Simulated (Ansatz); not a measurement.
The system is Te4Pt3.

```
CELL_PARAMETERS angstrom
1.99400 1.15124 11.79667
-1.99400 1.15124 11.79667
0.00000 -2.30247 11.79667
ATOMIC_POSITIONS crystal
Pt 0.85400 0.85400 0.85400
Pt 0.14600 0.14600 0.14600
Pt 0.00000 0.00000 0.00000
Te 0.70500 0.70500 0.70500
Te 0.29500 0.29500 0.29500
Te 0.55700 0.55700 0.55700
Te 0.44300 0.44300 0.44300
```

Base run:

```yaml
Program: Ansatz 0.2.0
Functional: PBEsol
Potentials_or_basis: JTH PAW
Cutoff: 750 eV
Density_cutoff: 3000 eV
k_mesh: 8 × 8 × 8
Occupations: fermi-dirac, width 0.05 eV
Spin: no spin polarisation
```

Its results: band gap on the k mesh none (metal or under the smearing width); pressure 0.2 GPa; largest force 0.409 eV/Å.

Task: The run is repeated on the same cell with these changes: potentials or basis from JTH PAW to Ansatz PAW earlier set; cutoff from 750 eV to 640 eV; density cutoff from 3000 eV to 2560 eV; valence electrons from 54 to 118. What comes out?

Result: Band gap on the k mesh none (metal or under the smearing width); pressure -1.2 GPa; largest force 0.632 eV/Å.

Caveats: the PAW data sets come from PBE, with cores solved anew for the run's functional, which leaves a small shift of forces and pressure (some runs).

Not every run made on this cell is shown here.
